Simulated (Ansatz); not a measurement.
**Zn: a trial structure relaxed**

Where does Zn go from the start given, trigonal selenium type (P3_121, No. 152)?

Program: Ansatz 0.2.0. Level of theory: DFT PBEsol, scalar-relativistic, plane waves, PAW. These are calculated values, not measurements.

### 1 The structure to begin with

It takes space group P3_121 (No. 152, trigonal). Conventional cell: a = 3.615 Å, b = 3.615 Å, c = 4.101 Å, α = 90.00°, β = 90.00°, γ = 120.00°. Around Zn (site symmetry 2) lie 2 Zn at 1.96 Å.

Structure file:

```xyz
3
Lattice="3.6151 0.0000 0.0000 -1.8076 3.1308 0.0000 0.0000 0.0000 4.1015" Properties=species:S:1:pos:R:3 pbc="T T T"
Zn    0.8148    0.0000    1.3672
Zn   -0.4074    0.7057    2.7343
Zn    1.4001    2.4251    0.0000
```

(A quick probe on a coarse mesh, which set the mesh and smearing, is not shown.)

### 3 A loose first relaxation

The input, input.yaml:

```yaml
crystal:
  lattice:
    - [3.6151095483, 0.0, 0.0]
    - [-1.8075547742, 3.1307767064, 0.0]
    - [0.0, 0.0, 4.1014627979]
  atoms:
    - { symbol: Zn, position: [0.2254, 0.0, 0.3333333333] }
    - { symbol: Zn, position: [0.0, 0.2254, 0.6666666667] }
    - { symbol: Zn, position: [0.7746, 0.7746, 0.0] }
basis:
  ecutwfc: 420
kpoints:
  mp_grid: { grid: [6, 6, 4] }
hamiltonian:
  xc: pbesol
scf:
  occupations: { method: gaussian, width: 0.1 }
  lower_state_search: "off"
output:
  forces: true
  stress: true
  eigenvalues: true
relax:
  adjacent_minimum: "off"
  f_tol: 0.04
  max_steps: 70
  cell: { stress_tol: 0.4 }
```

The session goes on with these runs: a loose first relaxation; the relaxation.

Before running it: what results should come out?

The runs gave:

| quantity | value |
| --- | --- |
| cell (conventional) | a = 4.198 Å, b = 4.198 Å, c = 2.835 Å, α = 90.00°, β = 90.00°, γ = 120.00° |
| space group | R-3m (No. 166) |
| volume | 14.42 Å³/atom |
| gap on the mesh | none (metal) |

**Reading.** The structure ended in another space group than at the start: P3_121 to R-3m.
